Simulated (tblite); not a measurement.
# C3H15NSi3: the cost of one run

Computed with tblite 0.8.0 and PySCF 2.14.0, with density-fitted response routines of our own, on a single molecule in the gas phase. Atoms are numbered from 0 throughout.

## 1. The molecule as given

22 atoms, charge 0, multiplicity 1; geometry from: force field or distance geometry start.

Bonds of the start (Å): C0–N1 1.47, N1–C2 1.49, N1–Si3 1.75, Si3–C4 1.87, Si3–Si5 2.34, Si3–Si6 2.33, C0–H7 1.10, C0–H8 1.09, C0–H9 1.10, C2–H10 1.10, C2–H11 1.08, C2–H12 1.10, C4–H13 1.09, C4–H14 1.10, C4–H15 1.09, Si5–H16 1.49, Si5–H17 1.48, Si5–H18 1.48, Si6–H19 1.49, Si6–H20 1.48, Si6–H21 1.49.

## 2. Relaxing the molecule with GFN2-xTB

Job settings and geometry (Å):

```
{"job": {"kind": "relax", "xc": "GFN2-xTB", "basis": "xTB"}, "charge": 0, "multiplicity": 1}
C      1.552200    -0.168100    -1.677400
N      1.225800    -0.047900    -0.249900
C      2.108600    -0.999300     0.489200
Si    -0.398800     0.277100     0.301800
C     -0.431000     0.508300     2.159100
Si    -1.905900    -1.427000    -0.239000
Si    -1.367600     2.159700    -0.666100
H      1.081300     0.642000    -2.252900
H      2.626400    -0.075000    -1.853800
H      1.203300    -1.126100    -2.082100
H      1.795400    -2.036900     0.308400
H      3.144100    -0.886600     0.186300
H      2.074100    -0.808700     1.575900
H     -1.428800     0.767200     2.503900
H      0.243000     1.324400     2.457700
H     -0.122600    -0.397000     2.690800
H     -1.454200    -2.700600     0.386000
H     -3.257900    -1.097900     0.273500
H     -1.954500    -1.599900    -1.706300
H     -2.745100     2.335900    -0.137100
H     -1.421900     2.001700    -2.136100
H     -0.576100     3.373900    -0.332500
```

On the command line:

```console
> OMP_NUM_THREADS=1 python probes_run.py task.json out
```

This one command runs all jobs of the session in turn.

Q: Estimate the wall time and peak memory of this first job on 1 thread of Arm Neoverse V1, shared host.

About 1.2 s, with a peak of 0.18 GiB.
